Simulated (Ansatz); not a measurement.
## ScAl₃, space group Pm-3m: a phonon calculation by linear response

Run with Ansatz's Python interface.

Contents of `scal3.extxyz`:
```text
4
Lattice="4.08780657 0.0 0.0 0.0 4.08780657 0.0 0.0 0.0 4.08780657" Properties=species:S:1:pos:R:3 pbc="T T T"
Sc    0.00000000    0.00000000    0.00000000
Al    2.04390328    0.00000000    2.04390328
Al    0.00000000    2.04390328    2.04390328
Al    2.04390328    2.04390328    0.00000000
```

Script `dfpt_scal3.py`:
```python
from pathlib import Path

import ansatz as az
import numpy as np


def main() -> None:
    system = az.Crystal.from_extxyz("scal3.extxyz")

    model = (
        system.calculation()
        .functional(az.Functional.PBESOL)
        .basis(550)
        .occupations("fermi_dirac")
        .kpoints(8, 8, 8)
        .phonons("dfpt")
    )
    out = model.run(threads=1, runs_dir="runs")
    ph = out.phonons

    print("Gamma modes (1/cm):", " ".join(f"{w:.1f}" for w in ph.gamma_omega_inv_cm))
    print("in meV:", " ".join(f"{w * 0.1239842:.2f}" for w in ph.gamma_omega_inv_cm))


if __name__ == "__main__":
    main()
```

Output of `python dfpt_scal3.py`:
```text
Gamma modes (1/cm): 0.0 0.0 0.0 238.1 238.1 238.1 254.6 254.6 254.6 331.0 331.0 331.0
in meV: 0.00 0.00 0.00 29.52 29.52 29.52 31.57 31.57 31.57 41.03 41.03 41.03
```

What to keep in mind:
- The cell isn't relaxed first, so the values belong to this volume.
- The structure comes from a database of computed cells and needn't be a stable or known phase.
- The structure is taken as given; imaginary modes can come from an unrelaxed or unstable start. Phonons of metals also depend on mesh and smearing.
- It ran for 27 s on 1 thread of Intel(R) Xeon(R) 6975P-C (Granite Rapids), on a shared host, peak memory 1.1 GiB.

(Lines on the test bed's own set-up are left out of the output.)
